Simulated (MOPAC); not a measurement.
# BSiH5SO (SMILES OBS[SiH3]): levels of theory compared

We compute a comparison of 4 runs (PM3, PM6, PM6-D3H4, PM7) of BSiH5SO. 

The results are computed with MOPAC 23.2.5.

5 further runs of the same task are left out: 1 that didn't finish, 4 set aside as unsound or not needed.

### Step 1. Starting point

BSiH5SO: 9 atoms, total charge 0, spin state singlet. SMILES: `OBS[SiH3]`. The coordinates come from a GFN2-xTB relaxation. This is one conformer, not always the lowest.

Bond lengths: O1–B2 1.326 Å, B2–S3 1.804 Å, S3–Si4 2.150 Å, O1–H5 0.959 Å, B2–H6 1.168 Å, Si4–H7 1.463 Å, Si4–H8 1.464 Å, Si4–H9 1.449 Å. Some angles: O1–B2–S3 125.8°, B2–S3–Si4 105.6°, O1–B2–H6 117.2°, S3–B2–H6 117.0°, B2–O1–H5 120.8°, S3–Si4–H7 109.1°, S3–Si4–H8 109.1°, S3–Si4–H9 103.4°, H7–Si4–H8 108.9°, H7–Si4–H9 113.3°.

### Step 2. Energy and gradient at PM3 (run 1)

Input file job.mop:

```
DISP BONDS GRADIENTS 1SCF PM3 AUX(PRECISION=6) T=10M THREADS=1
BH5OSSi gradient

O      0.300250 +1     0.743270 +1    -1.717590 +1
B      1.032920 +1     1.151350 +1    -0.690370 +1
S      0.888290 +1     0.561260 +1     1.008730 +1
Si    -0.683750 +1    -0.905480 +1     0.979350 +1
H     -0.380240 +1     0.078000 +1    -1.601860 +1
H      1.844160 +1     1.964410 +1    -0.902570 +1
H     -0.291570 +1    -2.011610 +1     0.105860 +1
H     -1.901560 +1    -0.290460 +1     0.448280 +1
H     -0.808510 +1    -1.290730 +1     2.370160 +1
```

The run is started by

```console
$ mopac job.mop
```

job.out:

```text
MOPAC v23.2.5
PM3 CALCULATION RESULTS
[...]
           Empirical Formula: H5 O B S Si  =     9 atoms
      MOLECULAR POINT GROUP   :   Cs
[...]
     SCF FIELD WAS ACHIEVED
[...]
                              SUM =        -81.51380 KCAL/MOL = FINAL HEAT OF FORMATION
          TOTAL ENERGY            =       -726.85189 EV
          ELECTRONIC ENERGY       =      -1995.13641 EV
          CORE-CORE REPULSION     =       1268.28453 EV
          COSMO AREA              =        128.01 SQUARE ANGSTROMS
          COSMO VOLUME            =        120.67 CUBIC ANGSTROMS
          GRADIENT NORM           =         74.56984          =       24.85661 PER ATOM
          IONIZATION POTENTIAL    =          9.599102 EV
          HOMO LUMO ENERGIES (EV) =         -9.599 -1.603
          NO. OF FILLED LEVELS    =         12
          MOLECULAR WEIGHT        =         91.9944         POINT GROUP:  Cs
[...]
                             CARTESIAN COORDINATES
   1    O        0.300250000     0.743270000    -1.717590000
   2    B        1.032920000     1.151350000    -0.690370000
   3    S        0.888290000     0.561260000     1.008730000
   4   Si       -0.683750000    -0.905480000     0.979350000
   5    H       -0.380240000     0.078000000    -1.601860000
   6    H        1.844160000     1.964410000    -0.902570000
   7    H       -0.291570000    -2.011610000     0.105860000
   8    H       -1.901560000    -0.290460000     0.448280000
   9    H       -0.808510000    -1.290730000     2.370160000
           Empirical Formula: H5 O B S Si  =     9 atoms
      MOLECULAR POINT GROUP   :   Cs
[...]
              NET ATOMIC CHARGES AND DIPOLE CONTRIBUTIONS
  ATOM NO.   TYPE          CHARGE      No. of ELECS.   s-Pop       p-Pop
    1          O          -0.144779        6.1448     1.68295     4.46183
    2          B          -0.230311        3.2303     1.02937     2.20094
    3          S          -0.110403        6.1104     1.88275     4.22766
    4         Si           0.516231        3.4838     0.91816     2.56561
    5          H           0.199639        0.8004     0.80036
    6          H           0.130850        0.8691     0.86915
    7          H          -0.131834        1.1318     1.13183
    8          H          -0.134179        1.1342     1.13418
    9          H          -0.095214        1.0952     1.09521
 DIPOLE           X         Y         Z       TOTAL
 POINT-CHG.    -0.944    -0.973     0.308     1.390
 HYBRID        -1.248    -0.864    -1.086     1.867
 SUM           -2.192    -1.836    -0.778     2.963
[...]
 * JOB ENDED NORMALLY *
[...]
```

It took 0.04 s on 1 thread of Intel Xeon Platinum 8488C (Sapphire Rapids), shared host.

### Step 3. Energy and forces at PM6 (run 2)

Input file calc.mop:

```
PM6 1SCF BONDS GRADIENTS DISP AUX(PRECISION=6) THREADS=1
BH5OSSi, PM6

O      0.300250 1     0.743270 1    -1.717590 1
B      1.032920 1     1.151350 1    -0.690370 1
S      0.888290 1     0.561260 1     1.008730 1
Si    -0.683750 1    -0.905480 1     0.979350 1
H     -0.380240 1     0.078000 1    -1.601860 1
H      1.844160 1     1.964410 1    -0.902570 1
H     -0.291570 1    -2.011610 1     0.105860 1
H     -1.901560 1    -0.290460 1     0.448280 1
H     -0.808510 1    -1.290730 1     2.370160 1
```

The run is started by

```console
$ mopac calc.mop
```

calc.out:

```text
MOPAC v23.2.5
PM6 CALCULATION RESULTS
[...]
           Empirical Formula: H5 O B S Si  =     9 atoms
      MOLECULAR POINT GROUP   :   Cs
[...]
     SCF FIELD WAS ACHIEVED
[...]
                              SUM =        -91.23395 KCAL/MOL = FINAL HEAT OF FORMATION
          TOTAL ENERGY            =       -664.36988 EV
          ELECTRONIC ENERGY       =      -1864.64461 EV
          CORE-CORE REPULSION     =       1200.27473 EV
          COSMO AREA              =        128.01 SQUARE ANGSTROMS
          COSMO VOLUME            =        120.67 CUBIC ANGSTROMS
          GRADIENT NORM           =         42.14426          =       14.04809 PER ATOM
          IONIZATION POTENTIAL    =          9.545042 EV
          HOMO LUMO ENERGIES (EV) =         -9.545 -0.538
          NO. OF FILLED LEVELS    =         12
          MOLECULAR WEIGHT        =         91.9944         POINT GROUP:  Cs
[...]
                             CARTESIAN COORDINATES
   1    O        0.300250000     0.743270000    -1.717590000
   2    B        1.032920000     1.151350000    -0.690370000
   3    S        0.888290000     0.561260000     1.008730000
   4   Si       -0.683750000    -0.905480000     0.979350000
   5    H       -0.380240000     0.078000000    -1.601860000
   6    H        1.844160000     1.964410000    -0.902570000
   7    H       -0.291570000    -2.011610000     0.105860000
   8    H       -1.901560000    -0.290460000     0.448280000
   9    H       -0.808510000    -1.290730000     2.370160000
           Empirical Formula: H5 O B S Si  =     9 atoms
      MOLECULAR POINT GROUP   :   Cs
[...]
              NET ATOMIC CHARGES AND DIPOLE CONTRIBUTIONS
  ATOM NO.   TYPE          CHARGE      No. of ELECS.   s-Pop       p-Pop       d-Pop
    1          O          -0.466797        6.4668     1.68964     4.77716
    2          B           0.288999        2.7110     1.02208     1.68892
    3          S          -0.542105        6.5421     1.90806     4.53985     0.09419
    4         Si           0.349631        3.6504     1.19943     1.84945     0.60148
    5          H           0.337842        0.6622     0.66216
    6          H           0.091282        0.9087     0.90872
    7          H          -0.024821        1.0248     1.02482
    8          H          -0.026782        1.0268     1.02678
    9          H          -0.007249        1.0072     1.00725
 DIPOLE           X         Y         Z       TOTAL
 POINT-CHG.    -2.202    -1.740    -1.237     3.067
 HYBRID         0.243     0.057     0.630     0.678
 SUM           -1.959    -1.683    -0.607     2.653
[...]
 * JOB ENDED NORMALLY *
[...]
```

It took 0.04 s on 1 thread of Intel Xeon Platinum 8488C (Sapphire Rapids), shared host.

Run 3 isn't shown in full; the table further down has it.

### Step 4. Energy and forces at PM7 (run 4)

Input file job.mop:

```
PM7 1SCF DISP GRADIENTS BONDS AUX(PRECISION=9) THREADS=1
BH5OSSi, PM7

O 0.300250 1 0.743270 1 -1.717590 1
B 1.032920 1 1.151350 1 -0.690370 1
S 0.888290 1 0.561260 1 1.008730 1
Si -0.683750 1 -0.905480 1 0.979350 1
H -0.380240 1 0.078000 1 -1.601860 1
H 1.844160 1 1.964410 1 -0.902570 1
H -0.291570 1 -2.011610 1 0.105860 1
H -1.901560 1 -0.290460 1 0.448280 1
H -0.808510 1 -1.290730 1 2.370160 1
```

The run is started by

```console
$ mopac job.mop
```

job.out:

```text
MOPAC v23.2.5
PM7 CALCULATION RESULTS
[...]
           Empirical Formula: H5 O B S Si  =     9 atoms
      MOLECULAR POINT GROUP   :   Cs
[...]
     SCF FIELD WAS ACHIEVED
[...]
                              SUM =        -81.34802 KCAL/MOL = FINAL HEAT OF FORMATION
          TOTAL ENERGY            =       -699.13106 EV
          ELECTRONIC ENERGY       =      -1935.43605 EV
          CORE-CORE REPULSION     =       1236.30499 EV
          COSMO AREA              =        128.01 SQUARE ANGSTROMS
          COSMO VOLUME            =        120.67 CUBIC ANGSTROMS
          GRADIENT NORM           =         64.55878          =       21.51959 PER ATOM
          IONIZATION POTENTIAL    =          9.610088 EV
          HOMO LUMO ENERGIES (EV) =         -9.610 -0.788
          NO. OF FILLED LEVELS    =         12
          MOLECULAR WEIGHT        =         91.9944         POINT GROUP:  Cs
[...]
                             CARTESIAN COORDINATES
   1    O        0.300250000     0.743270000    -1.717590000
   2    B        1.032920000     1.151350000    -0.690370000
   3    S        0.888290000     0.561260000     1.008730000
   4   Si       -0.683750000    -0.905480000     0.979350000
   5    H       -0.380240000     0.078000000    -1.601860000
   6    H        1.844160000     1.964410000    -0.902570000
   7    H       -0.291570000    -2.011610000     0.105860000
   8    H       -1.901560000    -0.290460000     0.448280000
   9    H       -0.808510000    -1.290730000     2.370160000
           Empirical Formula: H5 O B S Si  =     9 atoms
      MOLECULAR POINT GROUP   :   Cs
[...]
              NET ATOMIC CHARGES AND DIPOLE CONTRIBUTIONS
  ATOM NO.   TYPE          CHARGE      No. of ELECS.   s-Pop       p-Pop       d-Pop
    1          O          -0.532057        6.5321     1.72965     4.80241
    2          B           0.276578        2.7234     0.72495     1.99848
    3          S          -0.362472        6.3625     1.87903     4.39916     0.08428
    4         Si           0.056072        3.9439     0.91375     2.90527     0.12490
    5          H           0.342081        0.6579     0.65792
    6          H           0.100059        0.8999     0.89994
    7          H           0.033842        0.9662     0.96616
    8          H           0.032322        0.9677     0.96768
    9          H           0.053576        0.9464     0.94642
 DIPOLE           X         Y         Z       TOTAL
 POINT-CHG.    -1.415    -1.223    -0.389     1.910
 HYBRID        -0.252    -0.228    -0.029     0.341
 SUM           -1.667    -1.451    -0.418     2.249
[...]
 * JOB ENDED NORMALLY *
[...]
```

It took 0.04 s on 1 thread of Intel Xeon Platinum 8488C (Sapphire Rapids), shared host.

### Step 5. The series

```
run     level  heat of formation (kcal/mol)  dipole moment (D)  HOMO energy (eV)  LUMO energy (eV)  wall time
  1       PM3                        -81.51               2.96             -9.60             -1.60     0.04 s
  2       PM6                        -91.23               2.65             -9.54             -0.54     0.04 s
  3  PM6-D3H4                        -91.37               2.65             -9.54             -0.54     0.06 s
  4       PM7                        -81.35               2.25             -9.61             -0.79     0.04 s
```

### Step 6. Results

| quantity | value |
| --- | --- |
| run 4: total energy | -25.69259 Eh |
| run 4: dipole moment | 2.25 D |
| run 4: HOMO energy | -9.61 eV |
| run 4: LUMO energy | -0.79 eV |
| run 4: HOMO–LUMO gap | 8.82 eV |
| run 4: dispersion energy | -1.13 kJ/mol |
| run 4: heat of formation at this unrelaxed shape | -81.3 kcal/mol |
| run 4: largest force on an atom | 1.881 eV/Å |

The dipole moment (its size) runs from 2.25 D (PM7) to 2.96 D (PM3). The HOMO–LUMO gap runs from 8.00 eV (PM3) to 9.01 eV (PM6). Force-field and semi-empirical energies have zeros of their own, so their totals don't compare. All runs together took 0.18 s, the longest 0.06 s.
